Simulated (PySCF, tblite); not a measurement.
# C5H14BNSi: geometry, infrared bands and NMR shifts

Wanted: the infrared bands and NMR shifts of C5H14BNSi (`[BH3-][N@H+](CC=C)[SiH2]C=C`), by calculation.

The runs use tblite 0.8.0 and PySCF 2.14.0, with density-fitted response routines of our own; the level of theory stands in each step. All values are computed, except where a source is named. Atoms are numbered from 0 throughout.

### Step 1. Starting geometry

22 atoms, charge 0, multiplicity 1; geometry from: force field or distance geometry start.

Bonds of the start (Å): B0–N1 1.55, N1–C2 1.46, C2–C3 1.51, C3–C4 1.35, N1–Si5 1.81, Si5–C6 1.85, C6–C7 1.34, B0–H8 1.19, B0–H9 1.21, B0–H10 1.19, N1–H11 1.06, C2–H12 1.10, C2–H13 1.12, C3–H14 1.08, C4–H15 1.09, C4–H16 1.08, Si5–H17 1.47, Si5–H18 1.47, C6–H19 1.08, C7–H20 1.08, C7–H21 1.09.

### Step 2. Geometry optimisation with GFN2-xTB

Job settings and geometry (Å):

```
{"job": {"kind": "relax", "xc": "GFN2-xTB", "basis": "xTB"}, "charge": 0, "multiplicity": 1}
B     -0.658500    -2.175800    -1.081700
N     -0.352600    -0.821400    -0.397200
C     -1.124000     0.266000    -0.995500
C     -1.055900     1.553600    -0.205400
C     -1.624100     1.655200     1.014800
Si     1.428800    -0.525900    -0.517500
C      1.958000     0.776800     0.687700
C      1.785100     0.613400     2.006400
H     -0.389600    -2.130200    -2.241600
H     -1.832200    -2.426200    -0.965300
H     -0.060500    -3.063400    -0.568700
H     -0.602800    -0.929700     0.624500
H     -0.784300     0.475500    -2.025100
H     -2.205200    -0.011900    -1.076100
H     -0.545800     2.412800    -0.619500
H     -1.557900     2.592200     1.567400
H     -2.156500     0.826800     1.455800
H      1.769200    -0.098500    -1.879700
H      2.173200    -1.756600    -0.203400
H      2.417900     1.686400     0.323900
H      2.086100     1.391800     2.697600
H      1.321200    -0.291400     2.397800
```

Run with:

```
$ OMP_NUM_THREADS=1 python probes_run.py task.json out
```

The driver reads the jobs from task.json and runs them one after another.

**Question.** This job is followed by: GFN2-xTB harmonic vibrations, gas phase; GIAO PBE0/pcSseg-1 NMR shielding, non-relativistic, gas phase. What will the session give for the following? strongest single infrared mode (GFN2-xTB); zero-point energy (GFN2-xTB); 13C shifts against TMS (PBE0/pcSseg-1); 1H shifts against TMS (PBE0/pcSseg-1, means over atoms taken as alike); 11B shifts against BF3·OEt2 (PBE0/pcSseg-1); 15N shifts against NH3 (PBE0/pcSseg-1); 29Si shifts against TMS (PBE0/pcSseg-1); surface potential, 1st and 99th percentile.

The runs gave:

```
                                                              quantity                                                                       value
                             strongest single infrared mode (GFN2-xTB)                                                       2418 cm⁻¹, 346 km/mol
                                          zero-point energy (GFN2-xTB)                                                              110.5 kcal/mol
                                13C shifts against TMS (PBE0/pcSseg-1)                                        146.6, 146.0, 139.8, 126.4, 61.4 ppm
1H shifts against TMS (PBE0/pcSseg-1, means over atoms taken as alike)  6.67, 6.29, 6.22, 6.05, 5.65, 5.46, 5.17, 4.77, 3.59, 3.50, 2.19, 2.06 ppm
                           11B shifts against BF3·OEt2 (PBE0/pcSseg-1)                                                                   -18.3 ppm
                                15N shifts against NH3 (PBE0/pcSseg-1)                                                                    41.9 ppm
                               29Si shifts against TMS (PBE0/pcSseg-1)                                                                   -18.0 ppm
                                 surface potential, 1st and 99th percentile                                                          -1.62 V and 1.86 V
```

Over 184 steps the energy fell by 0.362 eV; of the close pairs, B0–N1 changed most, 1.548 to 1.667 Å. No mode is imaginary among the 60: a minimum at this level. The strongest single mode, at 2418 cm⁻¹, moves mainly H9. Unscaled tight-binding wavenumbers are off by several per cent, some by more. Its intensities can rank the bands wrongly. At PBE0/pcSseg-1: Shielding is most anisotropic at C7 (span 256 ppm, paramagnetic term -216 ppm). By nearest atom (PBE0/pcSseg-1), the HOMO sits on H9 38 %; H10 29 % and the LUMO on C6, C7 about 29 % each; H20, H21 about 8 % each.
